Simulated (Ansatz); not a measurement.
# CH₈B₂Si: basis-set convergence

One table from this session's results is given with a row withheld; the runs are named, their logs left out.

Program: Ansatz 0.2.0, Gaussian basis. Level of theory: one geometry, several basis sets. These are calculated values, not measurements.

Levels to be run: PBE0-D4/def2-SVP; ωB97M-V/def2-SVP; PBE0-D4/def2-QZVPP; ωB97M-V/def2-QZVPP; the functionals' def2-TZVPP values are taken from earlier runs.

### The relaxed structure

An earlier PBE0-D4 in a triple-zeta def2 set relaxation fixed the geometry.

12 atoms, charge 0, spin multiplicity 1.

Atoms are counted from 1 here; the program's logs count them from 0.

Bond lengths: B1–B2 1.539 Å, B1–Si4 2.121 Å, B1–H5 1.204 Å, B1–H6 1.204 Å, B2–C3 1.521 Å, C3–H7 1.095 Å, C3–H8 1.097 Å, C3–H9 1.092 Å, Si4–H10 1.492 Å, Si4–H11 1.486 Å, Si4–H12 1.492 Å. Angles: B2–B1–Si4 81.6°, B2–B1–H5 118.5°, B2–B1–H6 119.7°, Si4–B1–H5 101.2°, Si4–B1–H6 101.4°, H5–B1–H6 119.7°, B1–B2–C3 172.5°, B2–C3–H7 110.8°, B2–C3–H8 109.2°, B2–C3–H9 112.3°, H7–C3–H8 106.9°, H7–C3–H9 108.9°, H8–C3–H9 108.5°, B1–Si4–H10 116.1°, B1–Si4–H11 102.4°, B1–Si4–H12 115.6°, H10–Si4–H11 107.7°, H10–Si4–H12 106.6° and more.

Coordinates:

```
B     0.1481    1.4962   -0.2771
B    -0.3726    0.4549    0.7298
C    -0.8058   -0.7105    1.6057
Si    0.6764   -0.2587   -1.3440
H     1.2302    1.9890   -0.0854
H    -0.6187    2.0196   -1.0431
H    -1.4185   -1.4178    1.0365
H     0.0826   -1.2572    1.9436
H    -1.3659   -0.3836    2.4847
H     1.6515   -1.1664   -0.6714
H     1.3343    0.2913   -2.5581
H    -0.4646   -1.1120   -1.7870
```

Set-up of the first run:

in.yaml reads:

```yaml
crystal:
  periodic: [false, false, false]
  atoms:
    - {symbol: B, position_ang: [0.148051, 1.496220, -0.277129]}
    - {symbol: B, position_ang: [-0.372559, 0.454909, 0.729793]}
    - {symbol: C, position_ang: [-0.805778, -0.710452, 1.605657]}
    - {symbol: Si, position_ang: [0.676365, -0.258729, -1.344038]}
    - {symbol: H, position_ang: [1.230217, 1.988964, -0.085408]}
    - {symbol: H, position_ang: [-0.618663, 2.019559, -1.043101]}
    - {symbol: H, position_ang: [-1.418509, -1.417757, 1.036479]}
    - {symbol: H, position_ang: [0.082616, -1.257213, 1.943647]}
    - {symbol: H, position_ang: [-1.365943, -0.383600, 2.484673]}
    - {symbol: H, position_ang: [1.651529, -1.166370, -0.671442]}
    - {symbol: H, position_ang: [1.334283, 0.291330, -2.558110]}
    - {symbol: H, position_ang: [-0.464606, -1.111961, -1.787021]}
basis:
  gaussian: {orbitals: def2-SVP}
hamiltonian: {xc: pbe0, dispersion: d4}
output: {orbitals: {seedname: orbitals}}
```

Among the steps run: PBE0-D4 in def2-SVP; ωB97M-V in def2-SVP; PBE0-D4 in def2-QZVPP; ωB97M-V in def2-QZVPP.

One table of the session follows, with a row left open; its other results are not shown here.

It belongs to the step «Functionals by basis». 

```
functional       basis  HOMO (eV)
   PBE0-D4    def2-SVP          ?
   PBE0-D4  def2-TZVPP      -7.24
   PBE0-D4  def2-QZVPP      -7.24
   ωB97M-V    def2-SVP      -9.22
   ωB97M-V  def2-TZVPP      -9.28
   ωB97M-V  def2-QZVPP      -9.28
```

**Question.** Estimate the row for PBE0-D4, def2-SVP.

**Answer.** HOMO (eV): -7.21. In the column «HOMO (eV)» it is the highest.
